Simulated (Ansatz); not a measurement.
**GeH4+ (doublet): wave-function methods side by side at distance Ge1–H3 = 2.554 Å, 6-31G**

How much of the correlation energy of GeH4+ (doublet) does each wave-function method recover here?

The runs use Ansatz 0.2.0, Gaussian basis; 6-31G, core rule «outside noble gas», up to 14 orbitals frozen.

To be run: UHF; CCSD(T) on ROHF; CCSD(T) on UHF; BCCD(T) on ROHF; CISD; CCSDT(Q) on ROHF; CCSDT(Q) on UHF; CASSCF and MRCISD+Q, 3 electrons in 3 orbitals; CASSCF and NEVPT2, 3 electrons in 3 orbitals; CASSCF and MRCISD+Q, 7 electrons in 8 orbitals; CASSCF and MRCISD+Q(relaxed), 7 electrons in 8 orbitals; CASSCF and NEVPT2, 7 electrons in 8 orbitals; Full CI.

18 further runs of the same task are left out: 14 that didn't finish, 4 set aside as unsound or not needed.

### 1 What is computed

The geometry derives from a PBE0/def2-TZVP stationary point (not a proven minimum). One bond is set to the value named and the two fragments are kept rigid. No spin-orbit coupling is included. The filled d shell of Ge may be among the frozen orbitals whatever the setting's name suggests; the logs give the count.

5 atoms, charge 1, spin multiplicity 2.

Atoms are counted from 1 here; the program's logs count them from 0.

Bond lengths: Ge1–H2 1.565 Å, Ge1–H4 1.565 Å, Ge1–H5 1.565 Å. Angles: H2–Ge1–H4 97.5°, H2–Ge1–H5 137.7°, H4–Ge1–H5 97.5°.

### 2 UHF

in.yaml

```yaml
crystal:
  periodic: [false, false, false]
  atoms:
    - {symbol: Ge, position_ang: [0.004732, 0.008549, -0.008570]}
    - {symbol: H, position_ang: [0.566035, 1.042475, 1.024021]}
    - {symbol: H, position_ang: [-0.925050, -1.671481, 1.675450]}
    - {symbol: H, position_ang: [-0.554492, 1.039367, -1.045388]}
    - {symbol: H, position_ang: [0.572515, -1.026503, -1.036478]}
basis:
  gaussian: {orbitals: 6-31G}
total_charge: 1
magnetization: {spin_polarized: true, initial_magnetization: 1}
hamiltonian: {xc: hf}
output: {orbitals: {seedname: orbitals}}
```

Command:

```
> ansatz run in.yaml --threads 1 --pin off --events-out ev --progress --plain --max-ram 2393MiB
```

After this run come: CCSD(T) on ROHF; CCSD(T) on UHF; BCCD(T) on ROHF; CISD; CCSDT(Q) on ROHF; CCSDT(Q) on UHF; CASSCF and MRCISD+Q, 3 electrons in 3 orbitals; CASSCF and NEVPT2, 3 electrons in 3 orbitals; CASSCF and MRCISD+Q, 7 electrons in 8 orbitals; CASSCF and MRCISD+Q(relaxed), 7 electrons in 8 orbitals; CASSCF and NEVPT2, 7 electrons in 8 orbitals; Full CI.

Q: Predict the results of all the runs planned. Wanted: FCI below the RHF energy; RMP2 from FCI; UMP2 from FCI; RCCSD from FCI; RCCSD(T) from FCI; UCCSD(T) from FCI; RCCSDT(Q) from FCI; UCCSDT(Q) from FCI; NEVPT2 pair from FCI.

As calculated:

| quantity | value |
| --- | --- |
| FCI below the RHF energy | -2.0662 eV |
| RMP2 from FCI | +651.9 meV |
| UMP2 from FCI | +647.8 meV |
| RCCSD from FCI | +40.2 meV |
| RCCSD(T) from FCI | +13.8 meV |
| UCCSD(T) from FCI | +13.8 meV |
| RCCSDT(Q) from FCI | +0.3 meV |
| UCCSDT(Q) from FCI | +0.2 meV |
| NEVPT2 pair from FCI | +528.2 meV |
| MRCISD+Q pair from FCI | -8.2 meV |
| NEVPT2 valence from FCI | +85.4 meV |
| levels within 1 kcal/mol (43 meV) | RCCSD, UCCSD, RCCSD(T), UCCSD(T), BCCD(T), RCCSDT, UCCSDT, RCCSDT(Q), UCCSDT(Q), MRCISD+Q pair, MRCISD valence, MRCISD+Q valence, MRCISD+Q(relaxed) valence |
| T1 diagnostic | 0.018 |
| effectively unpaired electrons | 1.04 |

What this shows: RCCSD(T) lands +13.8 meV from the yardstick (0.7 % of the correlation energy). MRCISD+Q pair falls below full CI: the +Q correction isn't variational, and the cores differ from full CI's. One determinant dominates. Of the multireference levels listed MRCISD+Q(relaxed) valence comes nearest in total energy (-1.3 meV), which doesn't show that its space is the better one. These misses are within one basis, not against nature; the frozen cores of restricted and unrestricted runs differ, which can shift their rows.
